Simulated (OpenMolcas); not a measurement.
# Cl⁺: CASSCF and CASPT2 terms and fine-structure levels

Aim: the low terms and levels of Cl⁺, with their order and spacing, then second-order correlation under several settings.

Program: OpenMolcas 26.06. Level of theory: state-averaged CASSCF and CASPT2, spin-orbit coupling by RASSI with atomic mean-field integrals. These are calculated values, not measurements, unless marked.

1 further run of the same task is left out (set aside as unsound or not needed).

## 1. The system

| Property | Result |
| --- | --- |
| Species | Cl⁺ (chlorine, Z = 17, 16 electrons) |
| Basis | ANO-RCC-VTZP [5s4p2d1f], 34 functions |
| Scalar Hamiltonian | DKH4, point nucleus |
| Inactive shells | 1s 2s 2p |
| Active space | 6 electrons in 4 orbitals (3s 3p) |
| Some configurations of this space | 3p6, 3s 3p5, 3s2 3p4 |
| Orbitals | optimised for the highest spin of each parity, averaged over the low roots |

The outer shells:

3p6
```
3p [↑↓][↑↓][↑↓]
```

3s 3p5
```
3s [↑ ]
3p [↑↓][↑↓][↑ ]
```

3s2 3p4
```
3s [↑↓]
3p [↑↓][↑ ][↑ ]
```

The work runs as a chain of OpenMolcas steps in one folder; each step below is one input file. Labels, J, g values, rates, χT and fits are worked out afterwards by a script from the matrices that RASSI stores.

## 2. Basis and integrals

a.inp reads:

```
&GATEWAY
Coord
1

Cl 0.0 0.0 0.0
Basis=ANO-RCC-VTZP
Group=XYZ
NoMove
AngMom=0.0 0.0 0.0
AMFI
&SEWARD
Relativistic=R04O02
```

Run with:

```sh
$ OMP_NUM_THREADS=1 MOLCAS_MEM=2252 MOLCAS_PROJECT=a pymolcas a.inp > a.log
```

## 3. Reference wave functions, triplets of even parity, 3 roots

a.inp reads:

```
&RASSCF
FileOrb=start.orb
Symmetry=1
Spin=3
nActEl=6 0 0
Inactive=2 3
Ras2=1 3
CIRoot=3 3 1
SDav=3
CIMx=300
Iter=120 100
PrWF=0.3
OrbListing=Nothing
MaxOrb=0
Atom
>>> COPY $Project.JobIph JOB001
```

start.orb holds the contracted functions of the basis, ordered by shell, or the orbitals of the step before.

## 4. CASSCF: singlets of even parity, 7 roots

a.inp reads:

```
&RASSCF
FileOrb=start.orb
Symmetry=1
Spin=1
nActEl=6 0 0
Inactive=2 3
Ras2=1 3
CIRoot=7 7 1
SDav=7
CIMx=300
Iter=120 100
PrWF=0.3
OrbListing=Nothing
MaxOrb=0
Atom
CIOnly
>>> COPY $Project.JobIph JOB002
```

## 5. CASSCF: triplets of odd parity, 3 roots

a.inp reads:

```
&RASSCF
FileOrb=start.orb
Symmetry=2
Spin=3
nActEl=6 0 0
Inactive=2 3
Ras2=1 3
CIRoot=3 3 1
SDav=3
CIMx=300
Iter=120 100
PrWF=0.3
OrbListing=Nothing
MaxOrb=0
Atom
>>> COPY $Project.JobIph JOB003
```

## 6. Reference wave functions, singlets of odd parity, 3 roots

a.inp: that of step 5 with these lines changed.

```diff
@@ -3,3 +3,3 @@
 Symmetry=2
-Spin=3
+Spin=1
 nActEl=6 0 0
@@ -15,2 +15,3 @@
 Atom
->>> COPY $Project.JobIph JOB003
+CIOnly
+>>> COPY $Project.JobIph JOB004
```

## 7. State interaction with spin-orbit coupling

a.inp reads:

```
&RASSI
NrOfJobIphs=3 3 6 3
1 2 3
1 2 3 4 5 6
1 2 3
IphNames
JOB001
JOB002
JOB003
EJob
SpinOrbit
DIPRint=1.0
SOCoupling=1000.0
Subsets=2
MEES
Property=10
'ANGMOM' 1 'ANGMOM' 2 'ANGMOM' 3 'MLTPL  1' 1 'MLTPL  1' 2 'MLTPL  1' 3
'AMFI' 1 'AMFI' 2 'AMFI' 3 'MLTPL  2' 6
SOProperty=3
'ANGMOM' 1 'ANGMOM' 2 'ANGMOM' 3
```

## 8. CASPT2: IPEA 0.35, real shift 0.25 (closed shells correlated: 2s 2p)

a.inp reads:

```
>>> COPY JOB001 $Project.JobIph
&CASPT2
Multistate=3 1 2 3
Frozen=1 0
IPEA=0.35
Shift=0.25
MaxIter=60
WThr=0.0 0.3 0.05
PrWF=0.5
NoMix
>>> COPY JOB002 $Project.JobIph
&CASPT2
Multistate=6 1 2 3 4 5 6
Frozen=1 0
IPEA=0.35
Shift=0.25
MaxIter=60
WThr=0.0 0.3 0.05
PrWF=0.5
NoMix
>>> COPY JOB003 $Project.JobIph
&CASPT2
Multistate=3 1 2 3
Frozen=1 0
IPEA=0.35
Shift=0.25
MaxIter=60
WThr=0.0 0.3 0.05
PrWF=0.5
NoMix
```

## 9. CASPT2: IPEA 0.6 (closed shells correlated: 2s 2p)

a.inp: that of step 8 with these lines changed.

```diff
@@ -4,4 +4,3 @@
 Frozen=1 0
-IPEA=0.35
-Shift=0.25
+IPEA=0.6
 MaxIter=60
@@ -14,4 +13,3 @@
 Frozen=1 0
-IPEA=0.35
-Shift=0.25
+IPEA=0.6
 MaxIter=60
@@ -24,4 +22,3 @@
 Frozen=1 0
-IPEA=0.35
-Shift=0.25
+IPEA=0.6
 MaxIter=60
```

(Steps that only read results are left out.)

What does the calculation give? Wanted: lowest level; first excited level; lowest level of another term; spin-orbit lowering of the lowest level; strongest of the lines computed, by gA, at SS-CASPT2 energies.

The runs gave:

| quantity | value |
| --- | --- |
| method | SS-CASPT2, IPEA 0.35, real shift 0.25 (closed shells correlated: 2s 2p) |
| lowest level | 3s2 3p4 3P2, 100 % of that term, g = 1.500 |
| ground level listed by NIST | 3P2 |
| first excited level | 3s2 3p4 3P1 at 650 cm-1 |
| lowest level of another term | 3s2 3p4 1D2 at 12030 cm-1 |
| spin-orbit lowering of the lowest level | 334 cm-1 |
| strongest of the lines computed, by gA, at SS-CASPT2 energies | 3s 3p5 3P* 2 → 3s2 3p4 3P2, 95.01 nm, A = 2.90e+09 s⁻¹ |

Cost and accuracy by method:

| method | time of its own steps | time with the reference | mean absolute difference from the measured levels (cm-1) |
| --- | --- | --- | --- |
| A. CASSCF | 6 s | 6 s | 11000 |
| B. SS-CASPT2, IPEA 0.35, real shift 0.25, +2s 2p | 1.3 s | 7.4 s | 5200 |
| C. SS-CASPT2, IPEA 0.6, +2s 2p | 1.3 s | 7.3 s | 5500 |

Times are of one thread on a shared host.

**Reading.** The multiplet 3P is inverted; its intervals divided by the larger J differ by 12 % of their mean, where Landé's rule for pure LS coupling makes them equal. Second-order correlation (method B) scales the levels of the lowest configuration above 5000 cm⁻¹ by 0.83 to 1.04. Method B lies closest to the measured levels (5200 cm⁻¹ on average) and A farthest (11000). Only the configurations of the active space and the roots asked for are present. The singlets rest on orbitals optimised for another spin in at least one step, which raises them against the optimised states. Not all states of the active space went into the spin-orbit step. CASPT2 does not keep the components of a term degenerate, and the means are used. No d shell is active. Only valence configurations of the active space appear, up to the ionisation limit; * or ° marks odd parity.
